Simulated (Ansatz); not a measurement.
# TaH+ (sextet): wave-function methods side by side, def2-TZVPP

How much of the correlation energy of TaH+ (sextet) does each wave-function method recover here?

Program: Ansatz 0.2.0, Gaussian basis. Level of theory: def2-TZVPP, core rule «outside noble gas», up to 4 orbitals frozen. These are calculated values, not measurements.

To be run: UHF; CCSD(T) on ROHF; CCSD(T) on UHF; CCSDT(Q) on ROHF; CCSDT(Q) on UHF; Full CI.

9 further runs of the same task are left out: 4 for a known fault of the program, 2 that didn't finish, 3 set aside as unsound or not needed. Runs told in other sessions of the task aren't counted.

## 1. What is computed

The geometry is a PBE0/def2-TZVP stationary point (not a proven minimum) of the parent state, kept for this charge and spin. No spin-orbit coupling is included. Elements past krypton take def2 core potentials.

2 atoms, charge 1, spin multiplicity 6.

Atoms are counted from 1 here; the program's logs count them from 0.

Bond lengths: Ta1–H2 1.734 Å.

## 2. UHF

in.yaml

```yaml
crystal:
  periodic: [false, false, false]
  atoms:
    - {symbol: Ta, position_ang: [0.000000, 0.000000, 0.000000]}
    - {symbol: H, position_ang: [0.000000, 0.000000, 1.734000]}
basis:
  gaussian: {orbitals: def2-TZVPP}
total_charge: 1
magnetization: {spin_polarized: true, initial_magnetization: 5}
hamiltonian: {xc: hf}
output: {orbitals: {seedname: orbitals}}
```

Run with:

```sh
$ ansatz run in.yaml --threads 1 --pin off --events-out ev --progress --plain --max-ram 4096MiB --backend cpu
```

Further steps of the session: CCSD(T) on ROHF; CCSD(T) on UHF; CCSDT(Q) on ROHF; CCSDT(Q) on UHF; Full CI.

Q: Predict the results of all the runs planned. Wanted: FCI from the RHF energy; RMP2 from FCI; UMP2 from FCI; RCCSD from FCI; RCCSD(T) from FCI; UCCSD(T) from FCI; RCCSDT(Q) from FCI; UCCSDT(Q) from FCI; T1 diagnostic.

As calculated:

| quantity | value |
| --- | --- |
| FCI from the ROHF energy | -1.2609 eV |
| RMP2 from FCI | +5.66 kcal/mol |
| UMP2 from FCI | +2.46 kcal/mol |
| RCCSD from FCI | +0.38 kcal/mol |
| RCCSD(T) from FCI | -0.12 kcal/mol |
| UCCSD(T) from FCI | -3.24 kcal/mol |
| RCCSDT(Q) from FCI | -0.25 kcal/mol |
| UCCSDT(Q) from FCI | -3.37 kcal/mol |
| levels within 1 kcal/mol (43 meV) | RCCSD, RCCSD(T), RCCSDT, RCCSDT(Q) |
| T1 diagnostic | 0.018 |
| effectively unpaired electrons | 5.00 |

In words: RCCSD(T) lands -0.12 kcal/mol from the yardstick (0.4 % of the correlation energy). CCSD(T) misses by -0.12 kcal/mol on the restricted determinant and by -3.24 kcal/mol on the unrestricted one; the two need not hold the same state or core. UCCSD, RCCSD(T), UCCSD(T), RCCSDT, UCCSDT, RCCSDT(Q), UCCSDT(Q) fall below full CI: unrestricted runs freeze a spin-polarised core, another one than full CI's, and coupled cluster isn't variational. One determinant dominates. These misses are within one basis, not against nature; the frozen cores of restricted and unrestricted runs differ, which can shift their rows.

Levels on UHF freeze UHF's core orbitals, full CI those of ROHF, so the U rows can settle a little off it for that reason alone.
